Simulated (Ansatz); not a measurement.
# Cs3CoF6: the cost of one run

All numbers are computed with the Python package of Ansatz 0.2.0. Level of theory: DFT r2SCAN+U, plane waves, PAW.

### Step 1. The structure

It takes space group Fm-3m (No. 225, cubic). The conventional cell has a = 9.252 Å, b = 9.252 Å, c = 9.252 Å, α = 90.00°, β = 90.00°, γ = 90.00°. Cs (site symmetry -43m) has 12 F at 3.30 Å in its first shell of neighbours. Cs (site symmetry m-3m) has 6 F at 2.78 Å in its first shell of neighbours. Around Co (site symmetry m-3m) lie 6 F at 1.85 Å. F (site symmetry 4mm) is surrounded by 1 Co at 1.85 Å.

The script holds or builds the structure itself.

### Step 2. Script

File run_vcrelax.py:

```python
import argparse

import ansatz
from ase import Atoms
from ase.io import write
from ase.neighborlist import neighbor_list
import numpy as np

parser = argparse.ArgumentParser(description="Cell relaxation of Cs3CoF6.")
parser.add_argument("--functional", default="r2scan", help="exchange-correlation functional")
parser.add_argument("--kmesh", type=int, nargs=3, default=[5, 5, 5], help="k-point sampling")
parser.add_argument("--sigma", type=float, required=True, help="smearing width (eV)")
args = parser.parse_args()

def edges_and_angles(cell):
    cell = np.asarray(cell)
    a, b, c = np.linalg.norm(cell, axis=1)
    cosines = cell[1] @ cell[2] / (b * c), cell[0] @ cell[2] / (a * c), cell[0] @ cell[1] / (a * b)
    return (a, b, c, *np.degrees(np.arccos(cosines)))

lattice = ansatz.Lattice.of(
    (0.0, 4.62592871, 4.62592871),
    (4.62592871, 0.0, 4.62592871),
    (4.62592871, 4.62592871, 0.0),
)
sites = [
    ("Cs", (0.25, 0.25, 0.25)),
    ("Cs", (0.75, 0.75, 0.75)),
    ("Cs", (0.5, 0.5, 0.5)),
    ("Co", (0.0, 0.0, 0.0)),
    ("F", (0.80000138, 0.19999862, 0.19999862)),
    ("F", (0.19999862, 0.80000138, 0.80000138)),
    ("F", (0.19999862, 0.80000138, 0.19999862)),
    ("F", (0.80000138, 0.19999862, 0.80000138)),
    ("F", (0.19999862, 0.19999862, 0.80000138)),
    ("F", (0.80000138, 0.80000138, 0.19999862)),
]
cs3cof6 = ansatz.Crystal(lattice=lattice)
for symbol, position in sites:
    cs3cof6 = cs3cof6.atom(symbol, position)
cs3cof6 = cs3cof6.moments(Co=2.5)

base = (
    cs3cof6.calculation()
    .functional(args.functional)
    .pseudopotentials("paw")
    .kpoints(*args.kmesh)
    .occupations(ansatz.OccupationsMethod.FERMI_DIRAC, width=args.sigma)
    .spin("collinear")
    .hubbard("Co", "d", u_eff=3.0)
    .relax(fix_cell=["angles"])
)
steps = []


def collect(event):
    if event["event"] == "relax_step":
        steps.append(event["data"])


result = base.session().plan().execute(on_event=collect)
rep = result.report
print("step   energy (eV)     max comp. (eV/A)   P (GPa)  SCF")
for s in steps:
    print(f"{s['step']:4d} {s['lagrangian_ev']:15.5f} {s['allowed_force_max_ev_ang']:12.4f} {s['pressure_gpa']:10.3f} {s['n_scf']:5d}")

first, last = steps[0], steps[-1]
symbols = [site.symbol for site in result.lattice.sites]
print(f"energy gained {first['lagrangian_ev'] - last['lagrangian_ev']:.4f} eV in {len(steps) - 1} steps")
for label, vectors in (("before", first["cell_ang"]), ("after", result.lattice.cell_ang)):
    print(label, "a b c (A) {:.4f} {:.4f} {:.4f}  angles {:.2f} {:.2f} {:.2f}".format(*edges_and_angles(vectors)), f" V = {abs(np.linalg.det(vectors)):.3f} A^3")
print("final stress xx yy zz (GPa, compression positive):", np.round(np.diag(rep["stress_gpa"]), 3) + 0.0)

change = np.array(last["positions_ang"]) @ np.linalg.inv(last["cell_ang"]) - np.array(first["positions_ang"]) @ np.linalg.inv(first["cell_ang"])
moved = np.linalg.norm(change @ np.array(last["cell_ang"]), axis=1)
print("displacement within the cell, strain taken out (A):", " ".join(f"{s}:{d:.3f}" for s, d in zip(symbols, moved)))

print("atom   start x y z (A)              end x y z (A)")
for symbol, a, b in zip(symbols, first["positions_ang"], last["positions_ang"]):
    print(f"{symbol:3s}", " ".join(f"{v:8.4f}" for v in a), "  ", " ".join(f"{v:8.4f}" for v in b))

relaxed = Atoms(symbols, positions=[site.position_ang for site in result.lattice.sites], cell=result.lattice.cell_ang, pbc=True)
write("relaxed.vasp", relaxed, format="vasp")

final = Atoms(symbols, positions=last["positions_ang"], cell=result.lattice.cell_ang, pbc=True)
i, j, d = neighbor_list("ijd", final, 4.5)
print("neighbours within 1.2 times the shortest distance of each atom (A)")
for atom in range(len(final)):
    near = [m for m in np.argsort(d) if i[m] == atom]
    shell = [m for m in near if d[m] < 1.2 * d[near[0]]]
    print(f"{symbols[atom]}{atom} ({len(shell)}):", ", ".join(f"{symbols[j[m]]} {d[m]:.3f}" for m in shell))

for key in ("converged", "n_iterations", "n_electrons", "n_kpoints", "n_pw", "n_symmetry_ops", "free_energy_ev", "fermi_energy_ev"):
    print(f"{key:18s} {rep[key]}")
```

### Step 3. The run

Command:

```console
python run_vcrelax.py --sigma 0.1
```

What time and memory should one allow on 1 thread of Arm Neoverse V2, shared host?

About 8.2 min, with a peak of 1.7 GiB.
